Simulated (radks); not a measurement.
**Sr⁺ in [Kr] 5s1: an all-electron calculation**

The task here is to estimate one member of a computed series from the others.

The numbers are computed with radks (a radial shooting solver on a logarithmic mesh, Libxc functionals) version 1 (scalar-relativistic Kohn-Sham, RPBE, spin-polarised, spherical densities, finite nucleus; open shells are filled with parallel spins first), except any that are marked as measured or tabulated.

### Starting point

- element: strontium (Z = 38)
- charge: +1
- electrons: 37
- configuration: [Kr] 5s1
- nuclear rms radius: 4.224 fm

The outer shells:

Sr⁺
```
[Kr] core
5s [↑ ]
```

The first run:

Settings of this run:

```text
Z 38
configuration [Kr] 5s1
relativity scalar-relativistic
functional rpbe,pbe
spin polarised
nucleus finite rms 4.224 fm
c 137.035999084
```

Launch:

```sh
$ python run_ks.py task.json out
```

The same process makes all the runs of this session.

One of the session's tables, all rows but one given; the rest of the session is left out.

It belongs to the step «Shells». From the orbitals of this run (lengths in bohr):

| level | <r> | outermost maximum (interpolated) | 90 % within | nodes |
| --- | --- | --- | --- | --- |
| 1s up | 0.03916 | 0.0255 | 0.0701 | 0 |
| 1s down | 0.03916 | 0.0255 | 0.0701 | 0 |
| 2s up | 0.1725 | 0.145 | 0.267 | 1 |
| 2s down | 0.1725 | 0.145 | 0.267 | 1 |
| 2p up | 0.1504 | 0.116 | 0.245 | 0 |
| 2p down | 0.1504 | 0.116 | 0.245 | 0 |
| 3s up | 0.4919 | 0.436 | 0.729 | 2 |
| 3s down | 0.4919 | 0.436 | 0.729 | 2 |
| 3p up | 0.4984 | 0.431 | 0.757 | 1 |
| 3p down | 0.4983 | 0.431 | 0.757 | 1 |
| 3d up | 0.4982 | 0.377 | 0.807 | 0 |
| 3d down | 0.4981 | 0.377 | 0.807 | 0 |
| 4s up | 1.357 | 1.19 | 1.99 | 3 |
| 4s down | 1.355 | 1.19 | 1.98 | 3 |
| 4p up | ? | ? | ? | ? |
| 4p down | 1.558 | 1.33 | 2.33 | 2 |
| 5s up | 3.902 | 3.47 | 5.68 | 4 |

Estimate the missing values for 4p up.

As computed: <r>: 1.563; outermost maximum (interpolated): 1.33; 90 % within: 2.34; nodes: 2. In the column «<r>» it lies between 4p down (1.558) and 5s up (3.902).
